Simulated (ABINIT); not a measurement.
Crystal: IrRu.

```
Ir Ru
1.0
     1.34814    0.77835    4.42578
    -1.34814    0.77835    4.42578
     0.00000   -1.55670    4.42578
Ir Ru
1 1
Direct
  0.00000 0.00000 0.00000
  0.50000 0.50000 0.50000
```

The cell comes from a database or a generator and needn't be the stable form of this composition.

| Item | Value |
| --- | --- |
| Program | ABINIT 10.8.3 (patched build) |
| Task | relaxation of cell and atoms |
| Functional | PBEsol |
| Potentials or basis | JTH PAW PBE v2.0 |
| Cutoff | 435 eV |
| k mesh | 11 × 11 × 11 |
| Occupations | fermi-dirac, width 0.05 eV |
| Spin | no spin polarisation |

At the start: pressure -5.6 GPa; volume 13.93 Å³/atom.

Question: Where does the relaxation end?

Answer: Over 5 steps the energy falls by 4.2 meV/atom and the volume is 13.71 Å³/atom (-1.6 %); space group R-3m (No. 166, to 0.05 Å).

Step by step:
| step | energy change (eV) | largest force (eV/Å) | pressure (GPa) | volume (Å³) |
| --- | --- | --- | --- | --- |
| 1 | 0.0000 | 0.0000 | -5.61 | 27.86 |
| 2 | -0.0083 | 0.0000 | 0.50 | 27.39 |
| 3 | -0.0084 | 0.0000 | 0.04 | 27.42 |
| 4 | -0.0084 | 0.0000 | -0.02 | 27.43 |
| 5 | -0.0084 | 0.0000 | 0.00 | 27.43 |

Final structure:
```
Ir Ru
1.0
     1.34301    0.77539    4.38943
    -1.34301    0.77539    4.38943
     0.00000   -1.55078    4.38943
Ir Ru
1 1
Direct
  0.00000 0.00000 0.00000
  0.50000 0.50000 0.50000
```

Caveat: the PAW data sets were made with another functional, which shifts forces and pressure a little.
